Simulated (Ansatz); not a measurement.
**revPBE/cc-pVDZ run of Si2H6O (disiloxane)**

Aim: the electronic atomisation energy of Si2H6O (disiloxane) at revPBE/cc-pVDZ, from 4 runs. 

The calculation is run with Ansatz 0.2.0.

60 further runs of the same task are left out: 60 set aside as unsound or not needed.

## Step 1: Starting point

Si2H6O: 9 atoms, total charge 0, spin state singlet. As SMILES, `[SiH3]O[SiH3]`. Geometry: relaxed at PBE0-D4/def2-TZVP.

Bond lengths: Si1–O2 1.634 Å, O2–Si3 1.634 Å, Si1–H4 1.487 Å, Si1–H5 1.483 Å, Si1–H6 1.487 Å, Si3–H7 1.483 Å, Si3–H8 1.486 Å, Si3–H9 1.487 Å. Some angles: Si1–O2–Si3 147.2°, O2–Si1–H4 110.2°, O2–Si1–H5 108.3°, O2–Si1–H6 110.2°, O2–Si3–H7 108.3°, O2–Si3–H8 110.2°, O2–Si3–H9 110.2°, H4–Si1–H5 109.6°, H4–Si1–H6 109.0°, H5–Si1–H6 109.6°.

## Step 2: The energy at revPBE/cc-pVDZ

File run.yaml:

```yaml
crystal:
  periodic: [false, false, false]
  atoms:
    - {symbol: Si, position_ang: [-0.710290, 1.052660, -0.919520]}
    - {symbol: O, position_ang: [0.425550, 0.090990, -0.245380]}
    - {symbol: Si, position_ang: [0.775570, -1.038810, 0.881750]}
    - {symbol: H, position_ang: [-1.787270, 0.226580, -1.525660]}
    - {symbol: H, position_ang: [-0.060640, 1.872420, -1.970220]}
    - {symbol: H, position_ang: [-1.306170, 1.942760, 0.111330]}
    - {symbol: H, position_ang: [2.224270, -1.343130, 0.800010]}
    - {symbol: H, position_ang: [-0.009310, -2.275600, 0.628780]}
    - {symbol: H, position_ang: [0.448290, -0.527870, 2.238910]}
basis:
  gaussian:
    orbitals: cc-pVDZ
hamiltonian:
  xc: {name: revPBE}
accuracy: high
output:
  orbitals: {seedname: orbitals}
```

Run with:

```console
$ ansatz run run.yaml --threads 1 --pin off --max-ram 3480MiB --events-out events.jsonl --progress --plain --runs-dir runs
```

The program printed:

```text
Warning: RAYON_NUM_THREADS=1 ignored (pool sized by the plan → 1); use --threads N
Functional definition: revPBE
  name "revPBE"
  parameter kappa = 1.245
  parameter beta = 0.06672455060314922
  exchange = pbe_x(kappa = kappa, mu = beta*pi^2/3)
  correlation = pbe_c(beta = beta)
1882 factors; integrals over basis functions are off by at most 3.9e-9 eV
mean field evaluation 1: about -17891.9428 eV, gradient 5.2e1 eV
mean field evaluation 2: about -17867.5910 eV, gradient 1.2e2 eV
mean field evaluation 4: about -17896.9543 eV, gradient 2.4e0 eV
mean field evaluation 8: about -17896.9665 eV, gradient 8.1e-2 eV
mean field evaluation 16: about -17896.9665 eV, gradient 1.1e-6 eV
mean field -17896.96652440 eV, -657.7013887722 hartree, gradient 5.1e-8 eV, S^2 0.000000; 0 other end points of the search recorded, 0 dependent functions left out
reference -17896.96652909 eV, -657.7013889443 hartree; 21, 21 occupied and 59, 59 virtual orbitals, 1882 factors
Total energy: -17896.96652909 eV, -657.7013889443 hartree
```

Run time: 6.3 s. Hardware: 1 thread of Intel Xeon Platinum 8259CL at 2.50GHz (Skylake/Cascade Lake), shared host; peak memory 0.22 GiB.

## Step 3: The H atom, same level

File run.yaml:

```yaml
crystal:
  periodic: [false, false, false]
  atoms:
    - {symbol: H, position_ang: [0.000000, 0.000000, 0.000000]}
basis:
  gaussian:
    orbitals: cc-pVDZ
accuracy: high
magnetization:
  spin_polarized: true
  initial_magnetization: 1
hamiltonian:
  xc: {name: revPBE}
```

Run the same way, it converges to -0.50319 Eh (log not shown).

## Step 4: The O atom, same level

File molecule.yaml:

```yaml
crystal:
  periodic: [false, false, false]
  atoms:
    - {symbol: O, position_ang: [0.000000, 0.000000, 0.000000]}
basis:
  gaussian:
    orbitals: cc-pVDZ
magnetization:
  spin_polarized: true
  initial_magnetization: 2
hamiltonian:
  xc: {name: revPBE}
accuracy: high
```

Run the same way, it converges to -75.04337 Eh (log not shown).

## Step 5: The Si atom, same level

File run.yaml:

```yaml
basis:
  gaussian:
    orbitals: cc-pVDZ
crystal:
  periodic: [false, false, false]
  atoms:
    - {symbol: Si, position_ang: [0.000000, 0.000000, 0.000000]}
magnetization:
  spin_polarized: true
  initial_magnetization: 2
hamiltonian:
  xc: {name: revPBE}
accuracy: high
```

Run the same way, it converges to -289.31204 Eh (log not shown).

## Step 6: Summary of results

At revPBE/cc-pVDZ:

| quantity | value |
| --- | --- |
| molecule: total energy | -657.70139 Eh |
| molecule: HOMO energy | -7.08 eV |
| molecule: LUMO energy | -0.56 eV |
| molecule: HOMO–LUMO gap | 6.53 eV |
| H atom: total energy | -0.50319 Eh |
| H atom: ⟨S²⟩ | 0.750 |
| O atom: total energy | -75.04337 Eh |
| O atom: ⟨S²⟩ | 2.002 |
| Si atom: total energy | -289.31204 Eh |
| Si atom: ⟨S²⟩ | 2.004 |
| electronic atomisation energy | 27.614 eV |

Taking the molecule apart into free atoms costs 27.61 eV (2664 kJ/mol), before zero-point energy and without spin-orbit coupling.
